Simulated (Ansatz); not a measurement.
# CH7FNPSi: vertical spin-state energies from a Python script

Which spin state of CH7FNPSi lies lowest at this geometry? Wanted for CH7FNPSi: vertical spin-state energies.

Computed with the Python package of Ansatz 0.2.0. Level of theory: B3LYP/cc-pVDZ.

## 1. The structure

Bond lengths: C1–Si2 1.798 Å, Si2–F3 1.579 Å, Si2–P4 2.252 Å, P4–N5 1.643 Å, C1–H6 1.057 Å, C1–H7 1.138 Å, C1–H8 1.105 Å, Si2–H9 1.503 Å, P4–H10 1.452 Å, N5–H11 0.983 Å, N5–H12 1.050 Å. Angles (14 of 18 angles, heavy atoms first): C1–Si2–F3 106.9°, C1–Si2–P4 111.5°, F3–Si2–P4 105.7°, Si2–P4–N5 106.8°, C1–Si2–H9 112.5°, F3–Si2–H9 109.2°, P4–Si2–H9 110.7°, Si2–C1–H6 115.9°, Si2–C1–H7 109.9°, Si2–C1–H8 111.1°, Si2–P4–H10 95.1°, N5–P4–H10 101.8°, P4–N5–H11 113.0°, P4–N5–H12 111.9°.

The script holds or builds the structure itself.

## 2. The code

File spin_ch7fnpsi.py:

```python
"""Vertical spin-state energies of CH7FNPSi."""

import ansatz as az

GEOMETRY = """
C    -1.55930    0.56710    1.26650
Si    0.09250    0.61610    0.55720
F     1.01440   -0.27080    1.48210
P     0.14790   -0.35670   -1.47360
N     1.73070   -0.60030   -1.84120
H    -2.00280   -0.38940    1.33860
H    -2.27230    1.18750    0.63290
H    -1.58660    1.07290    2.24840
H     0.65150    2.01010    0.49450
H    -0.25090   -1.66930   -0.99810
H     1.85780   -1.17750   -2.62690
H     2.25390   -1.04480   -1.04640
"""

ch7fnpsi = az.Crystal.molecule()
for line in GEOMETRY.strip().splitlines():
    symbol, *xyz = line.split()
    ch7fnpsi = ch7fnpsi.atom(symbol, [float(v) for v in xyz])

setup = (
    ch7fnpsi.calculation()
    .basis(gaussian="cc-pVDZ")
    .functional("b3lyp")
)
found = {}
for unpaired in [0, 2]:
    data = setup.spin("collinear", total=unpaired).run().report
    s = unpaired / 2
    found[unpaired] = data["free_energy_ev"]
    print(f"2S+1 = {unpaired + 1}: E = {found[unpaired]:.5f} eV, <S^2> = {abs(data['mean_field']['state']['spin_squared']):.3f} (pure state {s * (s + 1):.2f})")
lowest = min(found, key=found.get)
for unpaired, e in found.items():
    print(f"multiplicity {unpaired + 1}: {23.060548 * (e - found[lowest]):.1f} kcal/mol above the lowest")
```

## 3. Running it

Run with:

```bash
$ python spin_ch7fnpsi.py
```

**Question.** Which spin state is lowest at this geometry, and how far above lie the others?

As calculated:

| quantity | value |
| --- | --- |
| runs compared | 2 |
| lowest | run 1 (2S+1 = 1) |
| next above it by | 4.744 eV |

In order: multiplicity 1 (+0.00 eV) and multiplicity 3 (+4.74 eV), all at the one geometry. Notes:
- The geometry is a force-field or estimated start, not a minimum of this method, and the basis set is short of its limit. All parts are taken at fixed geometry, without zero-point energy.
- b3lyp holds the VWN-RPA fit, as in Gaussian; the form of ORCA and Turbomole is b3lyp5.
